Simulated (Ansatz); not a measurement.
# YSi2: pressure against volume

One table from this session's results is given with a row withheld; the runs are named, their logs left out.

Computed with Ansatz 0.2.0 (DFT PBEsol, scalar-relativistic, unless a step's input says otherwise).

## Starting point

The structure is hexagonal, space group P6/mmm (No. 191). Conventional cell: a = 3.830 Å, b = 3.830 Å, c = 4.140 Å, α = 90.00°, β = 90.00°, γ = 120.00°. Y (site symmetry 6/mmm) is surrounded by 12 Si at 3.03 Å. Around Si (site symmetry -6m2) lie 3 Si at 2.21 Å and 6 Y at 3.03 Å.

As a file:

```cif
data_structure
_symmetry_space_group_name_H-M 'P6/mmm'
_symmetry_Int_Tables_number 191
_cell_length_a 3.8300
_cell_length_b 3.8300
_cell_length_c 4.1400
_cell_angle_alpha 90.000
_cell_angle_beta 90.000
_cell_angle_gamma 120.000
_cell_volume 52.59
loop_
_atom_site_label
_atom_site_type_symbol
_atom_site_symmetry_multiplicity
_atom_site_Wyckoff_symbol
_atom_site_fract_x
_atom_site_fract_y
_atom_site_fract_z
_atom_site_occupancy
Y1 Y 1 a 0.00000 0.00000 0.00000 1
Si1 Si 2 d 0.33333 0.66667 0.50000 1
```

The file gives the conventional cell by its symmetry; the runs use the cell typed in the input.

Atoms are numbered in the order of the input: Y1, Si2, Si3.

The first run:

input.yaml reads:

```yaml
crystal:
  lattice:
    - [3.7782380528, 0.0, 0.0]
    - [-1.8891190263, 3.2720501352, 0.0]
    - [0.0, 0.0, 4.0840471951]
  atoms:
    - { symbol: "Y", position: [0.0, 0.0, 0.0] }
    - { symbol: Si, position: [0.3333333333, 0.6666666667, 0.5] }
    - { symbol: Si, position: [0.6666666667, 0.3333333333, 0.5] }
kpoints:
  mp_grid: { grid: [12, 12, 10] }
  band_path:
    path:
      - [0.0, 0.0, 0.0]
      - [0.5, 0.0, 0.0]
      - [0.3333333333, 0.3333333333, 0.0]
      - [0.0, 0.0, 0.0]
      - [0.0, 0.0, 0.5]
      - [0.5, 0.0, 0.5]
      - [0.3333333333, 0.3333333333, 0.5]
      - [0.0, 0.0, 0.5]
      - [0.5, 0.0, 0.5]
    npoints: 5
scf:
  occupations: { method: fermi_dirac, width: 0.05 }
hamiltonian:
  xc: pbesol
  pseudopotentials: { kind: all_electron, lapw: { basis_error: 0.001 } }
output:
  forces: true
  stress: true
  eigenvalues: true
```

Started as:

```
> ansatz run input.yaml --threads 1 --pin off --max-ram 4096MiB --backend cpu --events-out ev --progress --plain --runs-dir out
```

Among the steps run: Volume × 0.96, LAPW; Volume × 0.96, PAW; Volume × 0.96, crystal datasets; Volume × 0.99, LAPW; Volume × 0.99, PAW; Volume × 0.99, crystal datasets; Volume × 1.02, LAPW; Volume × 1.02, PAW; Volume × 1.02, crystal datasets; Volume × 1.06, LAPW; Volume × 1.06, PAW; Volume × 1.06, crystal datasets.

One table of the session follows, with a row left open; its other results are not shown here.

```
          method  volume (Å³/atom)  pressure (GPa)
            LAPW            16.830           15.47
            LAPW            17.356           10.71
            LAPW            17.882            6.63
            LAPW            18.583            2.12
             PAW            16.830               ?
             PAW            17.356           10.77
             PAW            17.882            6.68
             PAW            18.583            2.15
crystal datasets            16.830           15.46
crystal datasets            17.356           10.71
crystal datasets            17.882            6.63
crystal datasets            18.583            2.11
```

Estimate the missing values for PAW, 16.830.

The run gave: pressure (GPa): 15.54. In the column «pressure (GPa)» it is the highest.

Caveats from the session: Warnings in the runs' records: gradients without spin orbit, crystal datasets made.
